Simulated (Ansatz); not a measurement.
# Ge3S: the cost of one run

Program: Ansatz 0.2.0. Level of theory: DFT PBE, scalar-relativistic, plane waves, PAW. These are calculated values, not measurements.

### Step 1. The starting structure

It takes space group Fm-3m (No. 225, cubic). Conventional cell: a = 6.851 Å, b = 6.851 Å, c = 6.851 Å, α = 90.00°, β = 90.00°, γ = 90.00°. Ge (site symmetry m-3m) is surrounded by 8 Ge at 2.97 Å. Ge (site symmetry -43m) is surrounded by 4 Ge at 2.97 Å and 4 S at 2.97 Å. S (site symmetry m-3m) has 8 Ge at 2.97 Å in its first shell of neighbours.

Coordinates:

```xyz
4
Lattice="0.0000 3.4257 3.4257 3.4257 0.0000 3.4257 3.4257 3.4257 0.0000" Properties=species:S:1:pos:R:3 pbc="T T T"
Ge    0.0000    0.0000    0.0000
Ge    1.7129    1.7129    1.7129
Ge    5.1386    5.1386    5.1386
S     3.4257    3.4257    3.4257
```

A structure generator made this guess: random cell by space group and Wyckoff sites (Fm-3m, No. 225). Lengths come from tabulated atomic sizes and are only a guess.

### Step 2. A first look at the guess

The input, input.yaml:

```yaml
crystal:
  lattice:
    - [0.0, 3.4257181, 3.4257181]
    - [3.4257181, 0.0, 3.4257181]
    - [3.4257181, 3.4257181, 0.0]
  atoms:
    - { symbol: Ge, position: [0.0, 0.0, 0.0] }
    - { symbol: Ge, position: [0.25, 0.25, 0.25] }
    - { symbol: Ge, position: [0.75, 0.75, 0.75] }
    - { symbol: S, position: [0.5, 0.5, 0.5] }
basis:
  ecutwfc: 420
kpoints:
  mp_grid: { grid: [4, 4, 4] }
hamiltonian:
  xc: pbe
scf:
  occupations: { method: gaussian, width: 0.1 }
  lower_state_search: "off"
output:
  forces: true
  stress: true
  eigenvalues: true
```

Run with:

```console
$ ansatz run input.yaml --threads 1 --pin off --max-ram 2560MiB --backend cpu --events-out ev --progress --plain --runs-dir out
```

What time and memory should one allow on 1 thread of Intel Xeon at 2.50GHz (Skylake/Cascade Lake), shared host?

About 2.7 s, with a peak of 0.35 GiB.
